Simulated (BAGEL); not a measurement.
# C2H5FOSi (SMILES FC1CO[SiH2]1): a chain of runs

Aim: the energy (HF/6-31G*), then a single-point energy (NEVPT2(2,2)/6-31G*) of C2H5FOSi. 

Program for the calculation: BAGEL 1.2.2.

1 further run of the same task is left out (set aside as unsound or not needed).

## Step 1: The molecule

C2H5FOSi has 10 atoms, charge 0, and is taken as a singlet. As SMILES, `FC1CO[SiH2]1`. The C3–H8 distance was set to 3.060 Å, away from the relaxed value. At this shape a bond of the SMILES string is far longer than usual.

Bond lengths: F1–C2 1.381 Å, C2–C3 1.541 Å, C3–O4 1.445 Å, C2–Si5 1.901 Å, O4–Si5 1.669 Å, C2–H6 1.092 Å, C3–H7 1.094 Å, Si5–H9 1.486 Å, Si5–H10 1.485 Å. Some angles: F1–C2–C3 113.3°, F1–C2–Si5 118.4°, C3–C2–Si5 82.8°, C2–C3–O4 101.7°, C3–O4–Si5 94.5°, C2–Si5–O4 80.7°, F1–C2–H6 108.1°, C3–C2–H6 113.6°, Si5–C2–H6 118.8°, C2–C3–H7 110.5°.

## Step 2: A single-point energy at HF/6-31G(d) (density fitting with svp-jkfit, spherical functions) (run 1)

input.json

```json
{ "bagel": [

{
  "title": "molecule",
  "basis": "6-31gs.json",
  "df_basis": "svp-jkfit",
  "geometry": [
    { "atom": "F", "xyz": [ -3.81456903,  1.33746689, -4.67100236 ] },
    { "atom": "C", "xyz": [ -2.03010065,  1.79988288, -2.82322815 ] },
    { "atom": "C", "xyz": [  0.17483179, -0.10250441, -2.84892843 ] },
    { "atom": "O", "xyz": [  2.32760779,  1.54798238, -3.16111118 ] },
    { "atom": "Si", "xyz": [  0.58981565,  4.15296985, -3.52941881 ] },
    { "atom": "H", "xyz": [ -3.00217577,  1.91194363, -1.00739032 ] },
    { "atom": "H", "xyz": [ -0.00166863, -1.39432119, -4.45292796 ] },
    { "atom": "H", "xyz": [  0.75740223, -3.14658297,  2.03334531 ] },
    { "atom": "H", "xyz": [  1.17657561,  6.16855173, -1.66388118 ] },
    { "atom": "H", "xyz": [  0.60852394,  5.23994031, -6.11739873 ] }
  ]
},
{
  "title": "hf"
},
{
  "title": "print",
  "file": "orbitals.molden",
  "orbitals": true
}

]}
```

The basis set 6-31G* is read from a file made from the Basis Set Exchange's data (not shown).

Launch:

```
BAGEL_NUM_THREADS=1 BAGEL input.json > input.out
```

Log:

```text
* using 1 threads per process

  ===============================================================
  ===============================================================

  *** Geometry ***

  { "atom" : "F", "xyz" : [     -3.814569,      1.337467,     -4.671002 ] },
  { "atom" : "C", "xyz" : [     -2.030101,      1.799883,     -2.823228 ] },
  { "atom" : "C", "xyz" : [      0.174832,     -0.102504,     -2.848928 ] },
  { "atom" : "O", "xyz" : [      2.327608,      1.547982,     -3.161111 ] },
  { "atom" : "Si", "xyz" : [      0.589816,      4.152970,     -3.529419 ] },
  { "atom" : "H", "xyz" : [     -3.002176,      1.911944,     -1.007390 ] },
  { "atom" : "H", "xyz" : [     -0.001669,     -1.394321,     -4.452928 ] },
  { "atom" : "H", "xyz" : [      0.757402,     -3.146583,      2.033345 ] },
  { "atom" : "H", "xyz" : [      1.176576,      6.168552,     -1.663881 ] },
  { "atom" : "H", "xyz" : [      0.608524,      5.239940,     -6.117399 ] },

  Number of auxiliary basis functions:      522

  Since a DF basis is specified, we compute 2- and 3-index integrals:
    o Being stored without compression. Storage requirement is 0.029 GB

  Number of basis functions:       84
  Number of electrons      :       48

    * METHOD: MOLECULE                             0.62

  *** RHF ***

  === Nuclear Repulsion ===
   235.0411880102

      * DIIS with orbital gradients will be used.

  === RHF iteration (6-31gs.json) ===
      0       -541.32617375          0.02005313           0.14
      1       -541.46009565          0.01508244           0.13
      2       -541.56863045          0.00208694           0.13
      3       -541.57215117          0.00112422           0.13
      4       -541.57295418          0.00032531           0.14
      5       -541.57306198          0.00017942           0.12
      6       -541.57308908          0.00006437           0.13
      7       -541.57309507          0.00002156           0.14
      8       -541.57309545          0.00001003           0.12
      9       -541.57309553          0.00000355           0.13
     10       -541.57309555          0.00000197           0.13
     11       -541.57309555          0.00000122           0.11
     12       -541.57309555          0.00000046           0.10
     13       -541.57309555          0.00000016           0.09
     14       -541.57309555          0.00000009           0.11
     15       -541.57309555          0.00000004           0.13
     16       -541.57309555          0.00000002           0.13
     17       -541.57309555          0.00000001           0.13
     18       -541.57309555          0.00000001           0.13
    * SCF iteration converged.

    * Permanent dipole moment:
           (    0.374599,    -1.447237,     0.854946) a.u.

    * METHOD: HF                                   2.78

    * METHOD: PRINT                                0.03

  ===============================================================
```

Run time: 3.9 s. Hardware: 1 thread of Intel Xeon Platinum 8259CL at 2.50GHz (Skylake/Cascade Lake), shared host; peak memory 0.14 GiB.

## Step 3: A single-point energy at NEVPT2(2,2)/6-31G(d) (density fitting with svp-jkfit, spherical functions) (run 2)

input.json

```json
{ "bagel": [

{
  "title": "molecule",
  "basis": "6-31gs.json",
  "df_basis": "svp-jkfit",
  "angstrom": false,
  "geometry": [
    { "atom": "F", "xyz": [    -3.81456903,     1.33746689,    -4.67100236 ] },
    { "atom": "C", "xyz": [    -2.03010065,     1.79988288,    -2.82322815 ] },
    { "atom": "C", "xyz": [     0.17483179,    -0.10250441,    -2.84892843 ] },
    { "atom": "O", "xyz": [     2.32760779,     1.54798238,    -3.16111118 ] },
    { "atom": "Si", "xyz": [     0.58981565,     4.15296985,    -3.52941881 ] },
    { "atom": "H", "xyz": [    -3.00217577,     1.91194363,    -1.00739032 ] },
    { "atom": "H", "xyz": [    -0.00166863,    -1.39432119,    -4.45292796 ] },
    { "atom": "H", "xyz": [     0.75740223,    -3.14658297,     2.03334531 ] },
    { "atom": "H", "xyz": [     1.17657561,     6.16855173,    -1.66388118 ] },
    { "atom": "H", "xyz": [     0.60852394,     5.23994031,    -6.11739873 ] }
  ]
},

{
  "title": "hf"
},

{
  "title": "nevpt2",
  "nstate": 1,
  "nact": 2,
  "nclosed": 23,
  "active": [24, 25],
  "maxiter": 200,
  "natocc": true,
  "ncore": 9
},

{
  "title": "print",
  "file": "orbitals.molden",
  "orbitals": true
}

]}
```

The basis set 6-31G* is read from a file made from the Basis Set Exchange's data (not shown).

Launch:

```
BAGEL_NUM_THREADS=1 BAGEL input.json > input.out
```

Log:

```text
* using 1 threads per process

  ===============================================================
  ===============================================================

  *** Geometry ***

  { "atom" : "F", "xyz" : [     -3.814569,      1.337467,     -4.671002 ] },
  { "atom" : "C", "xyz" : [     -2.030101,      1.799883,     -2.823228 ] },
  { "atom" : "C", "xyz" : [      0.174832,     -0.102504,     -2.848928 ] },
  { "atom" : "O", "xyz" : [      2.327608,      1.547982,     -3.161111 ] },
  { "atom" : "Si", "xyz" : [      0.589816,      4.152970,     -3.529419 ] },
  { "atom" : "H", "xyz" : [     -3.002176,      1.911944,     -1.007390 ] },
  { "atom" : "H", "xyz" : [     -0.001669,     -1.394321,     -4.452928 ] },
  { "atom" : "H", "xyz" : [      0.757402,     -3.146583,      2.033345 ] },
  { "atom" : "H", "xyz" : [      1.176576,      6.168552,     -1.663881 ] },
  { "atom" : "H", "xyz" : [      0.608524,      5.239940,     -6.117399 ] },

  Number of auxiliary basis functions:      522

  Since a DF basis is specified, we compute 2- and 3-index integrals:
    o Being stored without compression. Storage requirement is 0.029 GB

  Number of basis functions:       84
  Number of electrons      :       48

    * METHOD: MOLECULE                             0.50

  *** RHF ***

  === Nuclear Repulsion ===
   235.0411880102

      * DIIS with orbital gradients will be used.

  === RHF iteration (6-31gs.json) ===
      0       -541.32617375          0.02005313           0.10
      1       -541.46009565          0.01508244           0.11
      2       -541.56863045          0.00208694           0.12
      3       -541.57215117          0.00112422           0.12
      4       -541.57295418          0.00032531           0.10
      5       -541.57306198          0.00017942           0.10
      6       -541.57308908          0.00006437           0.11
      7       -541.57309507          0.00002156           0.11
      8       -541.57309545          0.00001003           0.10
      9       -541.57309553          0.00000355           0.11
     10       -541.57309555          0.00000197           0.13
     11       -541.57309555          0.00000122           0.09
     12       -541.57309555          0.00000046           0.10
     13       -541.57309555          0.00000016           0.10
     14       -541.57309555          0.00000009           0.09
     15       -541.57309555          0.00000004           0.10
     16       -541.57309555          0.00000002           0.16
     17       -541.57309555          0.00000001           0.17
     18       -541.57309555          0.00000001           0.16
    * SCF iteration converged.

    * Permanent dipole moment:
           (    0.374599,    -1.447237,     0.854946) a.u.

    * METHOD: HF                                   2.47

    * freezing 9 orbitals
  ---------------------------
      CASSCF calculation
  ---------------------------

    ==== Active orbitals : =====
         Orbital 24
         Orbital 25
    ============================

    * nstate   :      1
    * nclosed  :     23
    * nact     :      2
    * nvirt    :     59
  === CASSCF iteration (6-31gs.json) ===

    * Using the second-order algorithm

      0  0      -541.68008060     7.71e-03      0.05

      1  0      -541.70741488     7.78e-04      1.04

      2  0      -541.70766746     1.41e-04      1.00

      3  0      -541.70767491     2.85e-05      0.87

      4  0      -541.70767521     5.73e-06      0.71

      5  0      -541.70767522     1.15e-06      0.64

      6  0      -541.70767522     2.31e-07      0.58

      7  0      -541.70767522     4.65e-08      0.58

      8  0      -541.70767522     9.34e-09      0.49

    * Second-order optimization converged. *

     guess   0:   closed 1.                   open ..

  === FCI iteration ===

      0  0      -541.54971522     1.03e-01      0.00
      1  0      -541.70442189     1.80e-02      0.00
      2  0 *    -541.70767522     5.55e-16      0.00

     * ci vector, state   0, <S^2> = 0.0000
       2.     0.7919617581
       .2    -0.6105706950

  === DF-NEVPT2 calculation ===

    * 3-index integral transformation done
    * assembly done

      NEVPT2 correlation energy:   -0.6536219001      0.27

          (+0)     -0.5967079630
          (+0)'    -0.0063818807
          (+1)     -0.0181368843
          (+1)'    -0.0000000000
          (+2)     -0.0000622309
          (-1)     -0.0322666675
          (-1)'     0.0000000000
          (-2)     -0.0000662737

      NEVPT2 total energy:       -542.3612971222

    * METHOD: NEVPT2                               6.77

    * METHOD: PRINT                                0.02

  ===============================================================
```

Wall time 10 s (1 thread of Intel Xeon Platinum 8259CL at 2.50GHz (Skylake/Cascade Lake), shared host); peak memory 0.14 GiB.

## Step 4: What came out

| quantity | value |
| --- | --- |
| run 1, HF/6-31G*: total energy | -541.57310 Eh |
| run 1, HF/6-31G*: dipole moment | 4.38 D |
| run 1, HF/6-31G*: HOMO energy | -7.30 eV |
| run 1, HF/6-31G*: LUMO energy | -0.91 eV |
| run 1, HF/6-31G*: HOMO–LUMO gap | 6.39 eV |
| run 2, NEVPT2(2,2)/6-31G*: total energy | -542.36130 Eh |

In words: One bond (run 1, HF/6-31G*) is far stretched, which a spin-restricted single reference describes badly; a broken-symmetry solution may lie lower.
